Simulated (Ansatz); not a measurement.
# SnH₄O: how energies converge with the basis set

How large a basis does SnH₄O need? Two functionals are run in growing sets.

Computed with Ansatz 0.2.0, Gaussian basis. Level: one geometry, several basis sets.

Levels to be run: PBE0-D4/def2-SVP; ωB97M-V/def2-SVP; PBE0-D4/def2-QZVPP; ωB97M-V/def2-QZVPP; the functionals' def2-TZVPP values are taken from earlier runs.

### Step 1. The relaxed structure

An earlier PBE0-D4 in a triple-zeta def2 set relaxation fixed the geometry. Sn takes the def2 core potential; no spin-orbit term is included.

6 atoms, charge 0, spin multiplicity 1.

Atoms are counted from 1 here; the program's logs count them from 0.

Bond lengths: O1–Sn2 1.970 Å, O1–H3 0.959 Å, Sn2–H4 1.709 Å, Sn2–H5 1.709 Å, Sn2–H6 1.698 Å. Angles: Sn2–O1–H3 113.2°, O1–Sn2–H4 108.5°, O1–Sn2–H5 108.5°, O1–Sn2–H6 103.1°, H4–Sn2–H5 110.8°, H4–Sn2–H6 112.8°, H5–Sn2–H6 112.7°.

As a file:

```csv
atom,x (Å),y (Å),z (Å)
O1,0.9143,-0.7524,0.9308
Sn2,-0.2823,0.3542,-0.1751
H3,1.1502,-1.5851,0.5168
H4,-1.7211,-0.5231,-0.4615
H5,0.5141,0.7116,-1.6447
H6,-0.5331,1.7307,0.7874
```

### Step 2. PBE0-D4 in def2-SVP

Input file in.yaml:

```yaml
crystal:
  periodic: [false, false, false]
  atoms:
    - {symbol: O, position_ang: [0.914312, -0.752439, 0.930796]}
    - {symbol: Sn, position_ang: [-0.282347, 0.354232, -0.175111]}
    - {symbol: H, position_ang: [1.150181, -1.585079, 0.516790]}
    - {symbol: H, position_ang: [-1.721080, -0.523090, -0.461499]}
    - {symbol: H, position_ang: [0.514103, 0.711635, -1.644657]}
    - {symbol: H, position_ang: [-0.533069, 1.730741, 0.787381]}
basis:
  gaussian: {orbitals: def2-SVP}
hamiltonian: {xc: pbe0, dispersion: d4}
output: {orbitals: {seedname: orbitals}}
```

Run with:

```sh
ansatz run in.yaml --threads 4 --pin off --events-out ev --progress --plain --max-ram 10444MiB
```

After this run come: ωB97M-V in def2-SVP; PBE0-D4 in def2-QZVPP; ωB97M-V in def2-QZVPP.

Q: Predict the results of all the runs planned. Wanted: PBE0-D4: double and triple zeta above quadruple; ωB97M-V: double and triple zeta above quadruple.

The runs gave:

| quantity | value |
| --- | --- |
| PBE0-D4: double and triple zeta above quadruple | 3.30, 0.20 eV |
| ωB97M-V: double and triple zeta above quadruple | 3.43, 0.20 eV |

What this shows: PBE0-D4 gains 3.10 eV from double to triple zeta, then 0.20 eV more. Total energies overstate the basis error of differences, where much of it tends to cancel. The LUMO of ωB97M-V is positive and keeps falling with the basis (1.61 to 0.63 eV): an unbound level that the basis holds in place.
